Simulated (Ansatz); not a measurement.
# InH2Br: small, medium and large basis sets

Aim: see how fast density functionals converge with the basis set for InH2Br.

Program: Ansatz 0.2.0, Gaussian basis. Level of theory: one geometry, several basis sets. These are calculated values, not measurements.

Levels to be run: PBE0-D4/def2-SVP; ωB97M-V/def2-SVP; PBE0-D4/def2-QZVPP; ωB97M-V/def2-QZVPP; the functionals' def2-TZVPP values are taken from earlier runs.

## Step 1: The relaxed structure

All runs share one geometry, relaxed beforehand with PBE0-D4 in a triple-zeta def2 set. In takes the def2 core potential; no spin-orbit term is included.

4 atoms, charge 0, spin multiplicity 1.

Atoms are counted from 1 here; the program's logs count them from 0.

Bond lengths: Br1–In2 2.484 Å, In2–H3 1.706 Å, In2–H4 1.706 Å. Angles: Br1–In2–H3 113.0°, Br1–In2–H4 113.0°, H3–In2–H4 134.1°.

## Step 2: PBE0-D4 in def2-SVP

The input, in.yaml:

```yaml
crystal:
  periodic: [false, false, false]
  atoms:
    - {symbol: Br, position_ang: [-1.774171, 0.653097, -1.090190]}
    - {symbol: In, position_ang: [0.248766, -0.102840, 0.137456]}
    - {symbol: H, position_ang: [0.549329, -1.772697, -0.039954]}
    - {symbol: H, position_ang: [1.031675, 1.162140, 0.972389]}
basis:
  gaussian: {orbitals: def2-SVP}
hamiltonian: {xc: pbe0, dispersion: d4}
output: {orbitals: {seedname: orbitals}}
```

On the command line:

```bash
$ ansatz run in.yaml --threads 4 --pin off --events-out ev --progress --plain --max-ram 10444MiB
```

Further steps of the session: ωB97M-V in def2-SVP; PBE0-D4 in def2-QZVPP; ωB97M-V in def2-QZVPP.

Q: Predict the results of all the runs planned. Wanted: PBE0-D4: double and triple zeta above quadruple; ωB97M-V: double and triple zeta above quadruple.

**Answer**, as computed:

```
                                       quantity           value
PBE0-D4: double and triple zeta above quadruple  10.28, 1.48 eV
ωB97M-V: double and triple zeta above quadruple  10.23, 1.43 eV
```

What this shows: PBE0-D4 gains 8.79 eV from double to triple zeta, then 1.48 eV more. Total energies overstate the basis error of differences, where much of it tends to cancel.
